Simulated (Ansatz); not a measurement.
The system is AlAg3.

```
Ag Al
1.0
     1.67678   -2.32271    0.00000
     1.67678    2.32271    0.00000
     0.00000    0.00000    8.98233
Ag Al
3 1
Cartesian
  1.6768 0.0000 2.1222
  0.0000 0.0000 4.4912
  1.6768 0.0000 6.8602
  0.0000 0.0000 0.0000
```

The cell comes from a database or a generator and needn't be the stable form of this composition.

Base run:

```yaml
Program: Ansatz 0.2.0
Functional: PBEsol
Potentials_or_basis: all-electron LAPW, scalar-relativistic
Cutoff: 227 eV
Density_cutoff: 909 eV
Basis_error_allowed: 0.002 eV/atom
k_mesh: 10 × 10 × 3
Occupations: fermi-dirac, width 0.05 eV
Spin: no spin polarisation
```

Its results: pressure -5.7 GPa; largest force 0.129 eV/Å.

Problem. The run is repeated on the same cell with these changes: functional from PBEsol to LDA. What comes out?

Solution. Pressure -9.3 GPa; largest force 0.141 eV/Å.

LDA binds more tightly than PBEsol, so the same cell stands under less pressure.

Not every run made on this cell is shown here.
